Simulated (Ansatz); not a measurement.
# GaW2: the cost of one run

Computed with Ansatz 0.2.0 (DFT PBE, scalar-relativistic, plane waves, PAW, unless a step's input says otherwise).

## (1) The structure to begin with

Symmetry: Fm-3m, No. 225, cubic system. Conventional cell: a = 5.791 Å, b = 5.791 Å, c = 5.791 Å, α = 90.00°, β = 90.00°, γ = 90.00°. Ga (site symmetry m-3m) is surrounded by 8 W at 2.51 Å. Around W (site symmetry -43m) lie 4 Ga at 2.51 Å.

Structure file:

```
Ga W
1.0
     0.00000    2.89562    2.89562
     2.89562    0.00000    2.89562
     2.89562    2.89562    0.00000
Ga W
1 2
Direct
  0.00000 0.00000 0.00000
  0.25000 0.25000 0.25000
  0.75000 0.75000 0.75000
```

This is candidate A: fluorite type (Fm-3m, No. 225).

(A quick probe on a coarse mesh, which set the mesh and smearing, is not shown.)

## (3) Coarse relaxation (candidate A)

input.yaml

```yaml
crystal:
  lattice:
    - [0.0, 2.89562162, 2.89562162]
    - [2.89562162, 0.0, 2.89562162]
    - [2.89562162, 2.89562162, 0.0]
  atoms:
    - { symbol: Ga, position: [0.0, 0.0, 0.0] }
    - { symbol: W, position: [0.25, 0.25, 0.25] }
    - { symbol: W, position: [0.75, 0.75, 0.75] }
basis:
  ecutwfc: 420
kpoints:
  mp_grid: { grid: [6, 6, 6] }
hamiltonian:
  xc: pbe
scf:
  occupations: { method: gaussian, width: 0.1 }
  lower_state_search: "off"
output:
  forces: true
  stress: true
  eigenvalues: true
relax:
  adjacent_minimum: "off"
  f_tol: 0.04
  max_steps: 70
  cell: { stress_tol: 0.4 }
```

Run with:

```console
$ ansatz run input.yaml --threads 1 --pin off --max-ram 2560MiB --backend cpu --events-out ev --progress --plain --runs-dir out
```

**Question.** How long does this run take on 1 thread of Arm Neoverse V1, shared host, and how much memory does it need?

About 9.5 s, with a peak of 0.32 GiB.
